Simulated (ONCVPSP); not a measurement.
# Potentials for Si that differ in a few settings, part 2 of 2

Aim: generate and test one potential in full, then change a few of its settings and see what happens to hardness, ghosts and transferability.

ONCVPSP 4.0.1; first potential PBEsol, scalar-relativistic. The steps go on from the part before.

## 6. Variant: core correction none (was Teter function, fcfact 7.3, rcfact 1.55)

Si.dat reads:

```
# ATOM AND REFERENCE CONFIGURATION
# atsym  z   nc   nv     iexc    psfile
  Si 14.00    1    4  -116133      upf
#
#   n    l    f
    1    0    2.00
    2    0    2.00
    2    1    6.00
    3    0    2.00
    3    1    1.50
#
# PSEUDOPOTENTIAL AND OPTIMIZATION
# lmax
    2
#
#   l,   rc,      ep,       ncon, nbas, qcut
    0    0.75    0.00    5    8   21.00
    1    1.10    0.00    4    9   13.70
    2    1.05    0.32    5    8   10.80
#
# LOCAL POTENTIAL
# lloc, lpopt,  rc(5),   dvloc0
    4    5    0.65    4.00
#
# VANDERBILT-KLEINMAN-BYLANDER PROJECTORs
# l, nproj, debl
    0    2    2.60
    1    2    2.10
    2    3    3.10
#
# MODEL CORE CHARGE
# icmod, fcfact, rcfact
    0    0.00    0.00
#
# LOG DERIVATIVE ANALYSIS
# epsh1, epsh2, depsh
   -7.00    5.00    0.04
#
# OUTPUT GRID
# rlmax, drl
    6.00    0.01
#
# TEST CONFIGURATIONS
# ncnf
    4
# nvcnf
#   n    l    f
    4
    2    0    2.00
    2    1    6.00
    3    0    2.00
    3    1    2.00
#
    4
    2    0    2.00
    2    1    6.00
    3    0    2.00
    3    1    1.00
#
    4
    2    0    2.00
    2    1    6.00
    3    0    2.00
    3    1    0.00
#
    4
    2    0    2.00
    2    1    6.00
    3    0    0.00
    3    1    4.00
#
```

Started as:

```console
$ oncvpsp.x < Si.dat > Si.out
```

The output, Si.out (without the consistency checks and plot data):

```text
ONCVPSP  (Optimized Norm-Conservinng Vanderbilt PSeudopotential)
scalar-relativistic version 4.0.1

[... all-electron levels as in step 2 ...]

Begin loop to  construct optimized pseudo wave functions
and semi-local pseudopoentials for all angular momenta

Calculating optimized projector #   1

 for l=   0

    Fraction of norm inside rc  0.798004
    Optimizing pswf for qcut=  21.02 a_B^-1,  ecut= 220.83 Ha
    Residual kinetic energy error=  1.07D-07 Ha

    Energy error per electron        Cutoff
         Ha          eV             Ha
         0.01000     0.27211      104.39
         0.00100     0.02721      138.02
         0.00010     0.00272      165.19
         0.00001     0.00027      186.81

Calculating optimized projector #   2

 for l=   0

    Fraction of norm inside rc  0.036804
    Optimizing pswf for qcut=  21.02 a_B^-1,  ecut= 220.83 Ha
    Residual kinetic energy error=  1.99D-08 Ha

    Energy error per electron        Cutoff
         Ha          eV             Ha
         0.01000     0.27211       65.07
         0.00100     0.02721      108.85
         0.00010     0.00272      143.17
         0.00001     0.00027      171.56

Calculating optimized projector #   1

 for l=   1

    Fraction of norm inside rc  0.958713
    Optimizing pswf for qcut=  13.68 a_B^-1,  ecut=  93.64 Ha
    Residual kinetic energy error=  1.46D-06 Ha

    Energy error per electron        Cutoff
         Ha          eV             Ha
         0.01000     0.27211       60.12
         0.00100     0.02721       71.45
         0.00010     0.00272       80.23
         0.00001     0.00027       87.34

Calculating optimized projector #   2

 for l=   1

    Fraction of norm inside rc  0.041785
    Optimizing pswf for qcut=  13.68 a_B^-1,  ecut=  93.64 Ha
    Residual kinetic energy error=  1.44D-06 Ha

    Energy error per electron        Cutoff
         Ha          eV             Ha
         0.01000     0.27211       48.60
         0.00100     0.02721       64.45
         0.00010     0.00272       76.58
         0.00001     0.00027       86.01

   Wellstate for l =  2  n =  3
     eigenvalue =   0.3200
     asymptotic potential =   0.8200
     half-point radius =  3.0399

   Wellstate for l =  2  n =  5
     eigenvalue =   3.4200
     asymptotic potential =   3.9200
     half-point radius =  2.9871

   Wellstate for l =  2  n =  6
     eigenvalue =   6.5200
     asymptotic potential =   7.0200
     half-point radius =  2.7638

Calculating optimized projector #   1

 for l=   2

    Fraction of norm inside rc  0.048249
    Optimizing pswf for qcut=  10.81 a_B^-1,  ecut=  58.39 Ha
    Residual kinetic energy error=  3.03D-05 Ha

    Energy error per electron        Cutoff
         Ha          eV             Ha
         0.01000     0.27211       17.56
         0.00100     0.02721       34.39
         0.00010     0.00272       50.09
         0.00001     0.00027       95.37

Calculating optimized projector #   2

 for l=   2

    Fraction of norm inside rc  0.093254
    Optimizing pswf for qcut=  10.81 a_B^-1,  ecut=  58.39 Ha
    Residual kinetic energy error=  2.59D-04 Ha

    Energy error per electron        Cutoff
         Ha          eV             Ha
         0.01000     0.27211       32.36
         0.00100     0.02721       49.72
         0.00010     0.00272       64.52
         0.00001     0.00027      119.04

Calculating optimized projector #   3

 for l=   2

    Fraction of norm inside rc  0.064871
    Optimizing pswf for qcut=  10.81 a_B^-1,  ecut=  58.39 Ha
    Residual kinetic energy error=  8.89D-04 Ha

    Energy error per electron        Cutoff
         Ha          eV             Ha
         0.01000     0.27211       40.30
         0.00100     0.02721       57.62
         0.00010     0.00272       71.90
         0.00001     0.00027      132.98

Construct Vanderbilt / Kleinmman-Bylander projectors

B matrix Hermiticity error, ll=   0
   1   2    5.5674E-04

  Orthonormal projector coefficients  2.8230E+01 -1.1724E+00

B matrix Hermiticity error, ll=   1
   1   2    2.5789E-04

  Orthonormal projector coefficients -1.0999E+01 -3.3333E+00

B matrix Hermiticity error, ll=   2
   1   2   -5.9573E-05
   1   3    1.2066E-04
   2   3    1.1673E-04

  Orthonormal projector coefficients -1.5744E+02 -5.6199E+00 -1.4787E+00

Pseudoatom total energy  -98.378462

Diagnostic tests using Vanderbilt-Kleinman-Bylander pseudopotentials
  1 or more projectors used as specified by nproj input data

   l    rcore       rmatch      e in        delta e   norm test  slope test

   0   0.7514185   0.7742332  -5.2755226  -0.0000624   1.0001967   1.0002230
   0   0.7514185   0.7742332  -0.5395256   0.0000183   1.0000790   1.0001064

   1   1.1019266   1.1353834  -3.6696746  -0.0000034   1.0001724   1.0001722
   1   1.1019266   1.1353834  -0.2810994   0.0000102   1.0000531   1.0000462

   2   1.0504341   1.0823275   0.3200000   0.0006107   1.0001021   1.0001021
   2   1.0504341   1.0823275   3.4200000   0.0006357   1.0002056   1.0002056
   2   1.0504341   1.0823275   6.5200000   0.0003143   1.0004139   1.0004139

 Testing for bound ghosts
   n   l    E NL Schr. Eq   E Basis Diag.   E Cutoff

   1   0       -5.275585       -5.274813    464.78
   2   0       -0.539507        0.324546    464.78

   2   1       -3.669678       -3.669664    326.58
   3   1       -0.281089       -0.049574    326.58

       2                      -20.989855    399.09  WARNING - GHOST(-)

 Testing for highly-localized positive-energy ghosts
       l    <radius>/rc     E Basis Diag.   E Cutoff

Test configuration 0

   n   l     f        eae           eps        diff
   1   0  2.0000  -65.66461942
   2   0  2.0000   -5.27552261   -5.27558497   -6.24D-05
   2   1  6.0000   -3.66967459   -3.66967802   -3.43D-06
   3   0  2.0000   -0.53952563   -0.53950729    1.83D-05
   3   1  1.5000   -0.28109935   -0.28108916    1.02D-05

    Total energies and differences
      AE_ref= -2.89191702D+02  AE_tst= -2.89191702D+02  dif=  0.00D+00
      PS_ref= -9.83784617D+01  PS_tst= -9.83784617D+01  dif=  1.42D-14
      PSP excitation error= -1.42D-14

Test configuration 1

   n   l     f        eae           eps        diff
   1   0  2.0000  -65.49952994
   2   0  2.0000   -5.11285586   -5.11302536   -1.70D-04
   2   1  6.0000   -3.50679635   -3.50717382   -3.77D-04
   3   0  2.0000   -0.39574212   -0.39572262    1.95D-05
   3   1  2.0000   -0.14909905   -0.14909662    2.43D-06

    Total energies and differences
      AE_ref= -2.89191702D+02  AE_tst= -2.89298588D+02  dif= -1.07D-01
      PS_ref= -9.83784617D+01  PS_tst= -9.84853505D+01  dif= -1.07D-01
      PSP excitation error=  2.41D-06

Test configuration 2

   n   l     f        eae           eps        diff
   1   0  2.0000  -65.85509005
   2   0  2.0000   -5.46168358   -5.46160231    8.13D-05
   2   1  6.0000   -3.85617563   -3.85559141    5.84D-04
   3   0  2.0000   -0.69776342   -0.69774172    2.17D-05
   3   1  1.0000   -0.42727566   -0.42724363    3.20D-05

    Total energies and differences
      AE_ref= -2.89191702D+02  AE_tst= -2.89015148D+02  dif=  1.77D-01
      PS_ref= -9.83784617D+01  PS_tst= -9.82019092D+01  dif=  1.77D-01
      PSP excitation error=  1.50D-06

Test configuration 3

   n   l     f        eae           eps        diff
   1   0  2.0000  -66.30401442
   2   0  2.0000   -5.89530211   -5.89480330    4.99D-04
   2   1  6.0000   -4.29091652   -4.28841486    2.50D-03
   3   0  2.0000   -1.04697095   -1.04691173    5.92D-05

    Total energies and differences
      AE_ref= -2.89191702D+02  AE_tst= -2.88428498D+02  dif=  7.63D-01
      PS_ref= -9.83784617D+01  PS_tst= -9.76153138D+01  dif=  7.63D-01
      PSP excitation error=  5.63D-05

Test configuration 4

   n   l     f        eae           eps        diff
   1   0  2.0000  -65.62018584
   2   0  2.0000   -5.23057822   -5.23262290   -2.04D-03
   2   1  6.0000   -3.62352762   -3.62640374   -2.88D-03
   3   1  4.0000   -0.19006883   -0.19008453   -1.57D-05

    Total energies and differences
      AE_ref= -2.89191702D+02  AE_tst= -2.88793779D+02  dif=  3.98D-01
      PS_ref= -9.83784617D+01  PS_tst= -9.79805751D+01  dif=  3.98D-01
      PSP excitation error=  3.59D-05
```

Run time: 5.4 s. Hardware: 1 thread, shared host.

The tests as a table, with energies relative to 2s2 2p6 3s2 3p1.5.

```csv
valence configuration,charge,ΔE all-electron (eV),error AE − PS (meV)
2s2 2p6 3s2 3p2,0,-2.909,+0.1
2s2 2p6 3s2 3p1,+1,4.804,0.0
2s2 2p6 3s2 3p0,+2,20.768,+1.5
2s2 2p6 3s0 3p4,0,10.828,+1.0
```

Against the first potential, the loose cutoff stays at 138 Ha, the largest test error stays at +1.5 meV and a bound ghost remains (d). The cutoff and ghost tests hold the potential at its reference, so a core or compensation setting can't move them.

## 7. Now with d: rc 1.05 → 0.76 bohr; core correction Teter function, fcfact 2, rcfact 1.55 …

In full, the change is: d: rc 1.05 → 0.76 bohr; core correction Teter function, fcfact 2, rcfact 1.55 (was Teter function, fcfact 7.3, rcfact 1.55).

Changes to Si.dat since step 6:

```diff
@@ -18,3 +18,3 @@
     1    1.10    0.00    4    9   13.70
-    2    1.05    0.32    5    8   10.80
+    2    0.76    0.32    5    8   10.80
 #
@@ -32,3 +32,3 @@
 # icmod, fcfact, rcfact
-    0    0.00    0.00
+    3    2.00    1.55
 #
```

Started as:

```console
$ oncvpsp.x < Si.dat > Si.out
```

The output, Si.out (without the consistency checks and plot data):

```text
ONCVPSP  (Optimized Norm-Conservinng Vanderbilt PSeudopotential)
scalar-relativistic version 4.0.1

[... all-electron levels as in step 2 ...]

Begin loop to  construct optimized pseudo wave functions
and semi-local pseudopoentials for all angular momenta

Calculating optimized projector #   1

 for l=   0

    Fraction of norm inside rc  0.798004
    Optimizing pswf for qcut=  21.02 a_B^-1,  ecut= 220.83 Ha
    Residual kinetic energy error=  1.07D-07 Ha

    Energy error per electron        Cutoff
         Ha          eV             Ha
         0.01000     0.27211      104.39
         0.00100     0.02721      138.02
         0.00010     0.00272      165.19
         0.00001     0.00027      186.81

Calculating optimized projector #   2

 for l=   0

    Fraction of norm inside rc  0.036804
    Optimizing pswf for qcut=  21.02 a_B^-1,  ecut= 220.83 Ha
    Residual kinetic energy error=  1.99D-08 Ha

    Energy error per electron        Cutoff
         Ha          eV             Ha
         0.01000     0.27211       65.07
         0.00100     0.02721      108.85
         0.00010     0.00272      143.17
         0.00001     0.00027      171.56

Calculating optimized projector #   1

 for l=   1

    Fraction of norm inside rc  0.958713
    Optimizing pswf for qcut=  13.68 a_B^-1,  ecut=  93.64 Ha
    Residual kinetic energy error=  1.46D-06 Ha

    Energy error per electron        Cutoff
         Ha          eV             Ha
         0.01000     0.27211       60.12
         0.00100     0.02721       71.45
         0.00010     0.00272       80.23
         0.00001     0.00027       87.34

Calculating optimized projector #   2

 for l=   1

    Fraction of norm inside rc  0.041785
    Optimizing pswf for qcut=  13.68 a_B^-1,  ecut=  93.64 Ha
    Residual kinetic energy error=  1.44D-06 Ha

    Energy error per electron        Cutoff
         Ha          eV             Ha
         0.01000     0.27211       48.60
         0.00100     0.02721       64.45
         0.00010     0.00272       76.58
         0.00001     0.00027       86.01

   Wellstate for l =  2  n =  3
     eigenvalue =   0.3200
     asymptotic potential =   0.8200
     half-point radius =  3.1486

   Wellstate for l =  2  n =  4
     eigenvalue =   3.4200
     asymptotic potential =   3.9200
     half-point radius =  1.9705

   Wellstate for l =  2  n =  5
     eigenvalue =   6.5200
     asymptotic potential =   7.0200
     half-point radius =  2.0593

Calculating optimized projector #   1

 for l=   2

    Fraction of norm inside rc  0.012219
    Optimizing pswf for qcut=  10.80 a_B^-1,  ecut=  58.28 Ha
    Residual kinetic energy error=  3.03D-04 Ha

    Energy error per electron        Cutoff
         Ha          eV             Ha
         0.01000     0.27211       18.56
         0.00100     0.02721       43.17
         0.00010     0.00272       75.48
         0.00001     0.00027      310.44

Calculating optimized projector #   2

 for l=   2

    Fraction of norm inside rc  0.063403
    Optimizing pswf for qcut=  10.80 a_B^-1,  ecut=  58.28 Ha
    Residual kinetic energy error=  2.79D-03 Ha

    Energy error per electron        Cutoff
         Ha          eV             Ha
         0.01000     0.27211       43.16
         0.00100     0.02721       69.77
         0.00010     0.00272      150.78
         0.00001     0.00027      449.88

Calculating optimized projector #   3

 for l=   2

    Fraction of norm inside rc  0.060104
    Optimizing pswf for qcut=  10.80 a_B^-1,  ecut=  58.28 Ha
    Residual kinetic energy error=  5.59D-03 Ha

    Energy error per electron        Cutoff
         Ha          eV             Ha
         0.01000     0.27211       51.13
         0.00100     0.02721       78.82
         0.00010     0.00272      395.26
         0.00001     0.00027      500.84

Construct Vanderbilt / Kleinmman-Bylander projectors

B matrix Hermiticity error, ll=   0
   1   2    5.5674E-04

  Orthonormal projector coefficients  2.8230E+01 -1.1724E+00

B matrix Hermiticity error, ll=   1
   1   2    2.5789E-04

  Orthonormal projector coefficients -1.0999E+01 -3.3333E+00

B matrix Hermiticity error, ll=   2
   1   2    3.5519E-05
   1   3   -8.3108E-05
   2   3    1.1353E-04

  Orthonormal projector coefficients -2.8583E+02 -1.4537E+01 -3.7628E+00

Model core correction analysis
  based on d2Exc/dn_idn_j

d2excae - all-electron derivatives

   -8.282806D-02   -7.546625D-02   -5.038876D-03   -2.755051D-03
   -7.546739D-02   -8.233141D-02   -5.486555D-03   -3.715968D-03
   -5.038702D-03   -5.486407D-03   -3.980194D-02   -3.254666D-02
   -2.755154D-03   -3.716143D-03   -3.254748D-02   -3.190912D-02

d2excps - pseudofunction derivatives with no core correction

   -8.095604D-02   -7.917373D-02   -5.290807D-03   -3.304085D-03
   -7.917415D-02   -7.932455D-02   -5.502946D-03   -3.506220D-03
   -5.290597D-03   -5.502785D-03   -3.980905D-02   -3.256561D-02
   -3.304255D-03   -3.506389D-03   -3.256643D-02   -3.189801D-02

rms 2nd derivative error    1.597859E-03

rmatch, rhocmatch    0.2039   80.0438

Teter function model core charge with specified parameters

d2excps - pseudofunction derivatives with core correction

   -7.774289D-02   -7.748370D-02   -5.001772D-03   -3.192833D-03
   -7.748355D-02   -7.801083D-02   -5.356890D-03   -3.423581D-03
   -5.001573D-03   -5.356726D-03   -3.978305D-02   -3.255600D-02
   -3.192962D-03   -3.423751D-03   -3.255683D-02   -3.189283D-02

rms 2nd derivative error    1.824364E-03

Pseudoatom total energy  -98.446378

Diagnostic tests using Vanderbilt-Kleinman-Bylander pseudopotentials
  1 or more projectors used as specified by nproj input data

   l    rcore       rmatch      e in        delta e   norm test  slope test

   0   0.7514185   0.7742332  -5.2755226  -0.0000624   1.0001967   1.0002230
   0   0.7514185   0.7742332  -0.5395256   0.0000183   1.0000790   1.0001064

   1   1.1019266   1.1353834  -3.6696746  -0.0000034   1.0001724   1.0001722
   1   1.1019266   1.1353834  -0.2810994   0.0000102   1.0000531   1.0000462

   2   0.7604626   0.7835519   0.3200000   0.0000900   1.0001619   1.0001619
   2   0.7604626   0.7835519   3.4200000   0.0001646   1.0002466   1.0002466
   2   0.7604626   0.7835519   6.5200000   0.0001676   1.0003736   1.0003736

 Testing for bound ghosts
   n   l    E NL Schr. Eq   E Basis Diag.   E Cutoff

   1   0       -5.275585       -5.274813    464.78
   2   0       -0.539507        0.324546    464.78

   2   1       -3.669678       -3.669664    326.58
   3   1       -0.281089       -0.049574    326.58

       2                       -3.415954    760.88  WARNING - GHOST(-)

 Testing for highly-localized positive-energy ghosts
       l    <radius>/rc     E Basis Diag.   E Cutoff

       2        0.745221      190.411874    760.88  WARNING - GHOST(+)

Test configuration 0

   n   l     f        eae           eps        diff
   1   0  2.0000  -65.66461942
   2   0  2.0000   -5.27552261   -5.27558497   -6.24D-05
   2   1  6.0000   -3.66967459   -3.66967802   -3.43D-06
   3   0  2.0000   -0.53952563   -0.53950729    1.83D-05
   3   1  1.5000   -0.28109935   -0.28108916    1.02D-05

    Total energies and differences
      AE_ref= -2.89191702D+02  AE_tst= -2.89191702D+02  dif=  0.00D+00
      PS_ref= -9.84463776D+01  PS_tst= -9.84463776D+01  dif=  1.42D-14
      PSP excitation error= -1.42D-14

Test configuration 1

   n   l     f        eae           eps        diff
   1   0  2.0000  -65.49952994
   2   0  2.0000   -5.11285586   -5.11303000   -1.74D-04
   2   1  6.0000   -3.50679635   -3.50717170   -3.75D-04
   3   0  2.0000   -0.39574212   -0.39572303    1.91D-05
   3   1  2.0000   -0.14909905   -0.14909650    2.55D-06

    Total energies and differences
      AE_ref= -2.89191702D+02  AE_tst= -2.89298588D+02  dif= -1.07D-01
      PS_ref= -9.84463776D+01  PS_tst= -9.85532664D+01  dif= -1.07D-01
      PSP excitation error=  2.37D-06

Test configuration 2

   n   l     f        eae           eps        diff
   1   0  2.0000  -65.85509005
   2   0  2.0000   -5.46168358   -5.46159799    8.56D-05
   2   1  6.0000   -3.85617563   -3.85559492    5.81D-04
   3   0  2.0000   -0.69776342   -0.69774130    2.21D-05
   3   1  1.0000   -0.42727566   -0.42724391    3.18D-05

    Total energies and differences
      AE_ref= -2.89191702D+02  AE_tst= -2.89015148D+02  dif=  1.77D-01
      PS_ref= -9.84463776D+01  PS_tst= -9.82698251D+01  dif=  1.77D-01
      PSP excitation error=  1.46D-06

Test configuration 3

   n   l     f        eae           eps        diff
   1   0  2.0000  -66.30401442
   2   0  2.0000   -5.89530211   -5.89479347    5.09D-04
   2   1  6.0000   -4.29091652   -4.28843068    2.49D-03
   3   0  2.0000   -1.04697095   -1.04691075    6.02D-05

    Total energies and differences
      AE_ref= -2.89191702D+02  AE_tst= -2.88428498D+02  dif=  7.63D-01
      PS_ref= -9.84463776D+01  PS_tst= -9.76832288D+01  dif=  7.63D-01
      PSP excitation error=  5.54D-05

Test configuration 4

   n   l     f        eae           eps        diff
   1   0  2.0000  -65.62018584
   2   0  2.0000   -5.23057822   -5.23276706   -2.19D-03
   2   1  6.0000   -3.62352762   -3.62639664   -2.87D-03
   3   1  4.0000   -0.19006883   -0.19008467   -1.58D-05

    Total energies and differences
      AE_ref= -2.89191702D+02  AE_tst= -2.88793779D+02  dif=  3.98D-01
      PS_ref= -9.84463776D+01  PS_tst= -9.80484774D+01  dif=  3.98D-01
      PSP excitation error=  2.23D-05
```

Run time: 6 s. Hardware: 1 thread, shared host.

The tests as a table, with energies relative to 2s2 2p6 3s2 3p1.5.

```tsv
valence configuration	charge	ΔE all-electron (eV)	error AE − PS (meV)
2s2 2p6 3s2 3p2	0	-2.909	+0.1
2s2 2p6 3s2 3p1	+1	4.804	0.0
2s2 2p6 3s2 3p0	+2	20.768	+1.5
2s2 2p6 3s0 3p4	0	10.828	+0.6
```

With this change the loose cutoff stays at 138 Ha, the largest test error stays at +1.5 meV and a bound ghost remains (d).

## 8. Results

What follows sums up all 2 parts.

Cutoffs, loose and tight: the cutoffs (Ha) at which the residual kinetic energy of the hardest occupied pseudo-wave falls to 1 and 0.1 mHa per electron; empty and scattering waves don't count. The number of plane waves in a given cell goes as the cutoff to the power 3/2; it is given for the loose cutoff, relative to the first potential. Test errors are all-electron less pseudo. The phase difference is the largest within 0.5 Ha of zero, over the channels with partial waves.

| change | outcome | cutoff, loose | cutoff, tight | plane waves, relative | bound ghosts | largest test error (meV) | phase difference near zero (rad) |
| --- | --- | --- | --- | --- | --- | --- | --- |
| first potential | generated | 138 Ha | 165 Ha | 1.00 | d | +1.5 | 0.000 |
| core correction none (was Teter function, fcfact 7.3, rcfact 1.55) | generated | 138 Ha | 165 Ha | 1.00 | d | +1.5 | 0.000 |
| d: rc 1.05 → 0.76 bohr; core correction Teter function, fcfact 2, rcfact 1.55 (was Teter function, fcfact 7.3, rcfact 1.55) | generated | 138 Ha | 165 Ha | 1.00 | d | +1.5 | 0.000 |

In words: 3 of the 3 potentials written have a bound ghost.

The first potential by itself. A bound ghost (d) makes it unfit for use: electrons can fall into a state that the atom doesn't have. The worst unpolarised test, 2s2 2p6 3s2 3p0, is off by 1.5 meV on 20.8 eV; by total energies transferability rates as very good. Atomic tests can pass in spite of a ghost, since they solve only for the levels asked. The potential is very hard: the looser tolerance needs 138 Ha. At the looser tolerance the 2s wave is the slowest; 3s needs 109 Ha.
